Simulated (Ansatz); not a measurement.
# Be3WN4: what a guessed cell relaxes into

The task: take a trial cell of Be3WN4 to zero force and stress, then test the end with a random kick.

Computed with Ansatz 0.2.0 (DFT PBE, scalar-relativistic, plane waves, PAW, unless a step's input says otherwise).

1 further run of the same task is left out (set aside as unsound or not needed).

## (1) The starting structure

Symmetry: Im-3m, No. 229, cubic system. The conventional cell has a = 5.084 Å, b = 5.084 Å, c = 5.084 Å, α = 90.00°, β = 90.00°, γ = 90.00°. Be (site symmetry 4/mmm) is surrounded by 8 N at 2.20 Å. Around W (site symmetry m-3m) lie 8 N at 2.20 Å. N (site symmetry -3m) has 6 Be at 2.20 Å and 2 W at 2.20 Å as nearest neighbours.

Coordinates:

```
CELL_PARAMETERS angstrom
-2.54179 2.54179 2.54179
2.54179 -2.54179 2.54179
2.54179 2.54179 -2.54179
ATOMIC_POSITIONS crystal
Be 0.50000 0.50000 0.00000
Be 0.50000 0.00000 0.50000
Be 0.00000 0.50000 0.50000
W 0.00000 0.00000 0.00000
N 0.50000 0.50000 0.50000
N 0.00000 0.00000 0.50000
N 0.00000 0.50000 0.00000
N 0.50000 0.00000 0.00000
```

A structure generator made this guess: ordered mixture on the cation sites of caesium chloride (Im-3m, No. 229). The dimensions are guesses.

## (2) The guess as it stands, on a coarse mesh

input.yaml

```yaml
crystal:
  lattice:
    - [-2.54178759, 2.54178759, 2.54178759]
    - [2.54178759, -2.54178759, 2.54178759]
    - [2.54178759, 2.54178759, -2.54178759]
  atoms:
    - { symbol: Be, position: [0.5, 0.5, 0.0] }
    - { symbol: Be, position: [0.5, 0.0, 0.5] }
    - { symbol: Be, position: [0.0, 0.5, 0.5] }
    - { symbol: W, position: [0.0, 0.0, 0.0] }
    - { symbol: "N", position: [0.5, 0.5, 0.5] }
    - { symbol: "N", position: [0.0, 0.0, 0.5] }
    - { symbol: "N", position: [0.0, 0.5, 0.0] }
    - { symbol: "N", position: [0.5, 0.0, 0.0] }
basis:
  ecutwfc: 420
kpoints:
  mp_grid: { grid: [6, 6, 6] }
hamiltonian:
  xc: pbe
scf:
  occupations: { method: gaussian, width: 0.1 }
  lower_state_search: "off"
output:
  forces: true
  stress: true
  eigenvalues: true
```

Command:

```sh
$ ansatz run input.yaml --threads 1 --pin off --max-ram 2048MiB --backend cpu --events-out ev --progress --plain --runs-dir out
```

The session goes on with these runs: coarse relaxation; final relaxation; reference for the kick test; kicked and relaxed without symmetry; the kicked end on a coarse mesh; coarse relaxation (after the kick); final relaxation (after the kick).

Q: Predict the outcome of this session. Wanted: conventional cell; volume; energy over the elements; gap on the mesh; after the kick; energy gained by the kick.

The runs gave:

| quantity | value |
| --- | --- |
| symmetry at the first end (tolerance 0.05 Å) | space group Im-3m (No. 229) |
| conventional cell | a = 4.969 Å, b = 4.969 Å, c = 4.969 Å, α = 90.00°, β = 90.00°, γ = 90.00° |
| volume | 7.67 Å³/atom |
| energy over the elements (uncorrected; H, N, O, F and Cl as molecules) | +0.60 eV/atom |
| gap on the mesh | none (metal) |
| after the kick | space group I-42m (No. 121), 9.05 Å³/atom, gap on the mesh 3.19 eV |
| energy gained by the kick | 1398 meV/atom |

What this shows: The space group Im-3m (No. 229) is kept, and the volume per atom shrinks by 6.6 % from the first guess. The formation energy is positive, so the separate elements lie lower. The first end is not the local ground state: the kicked cell settles 1398 meV/atom lower. Spin-orbit coupling is left out, which matters for the bands of W. Other magnetic orders were not searched.
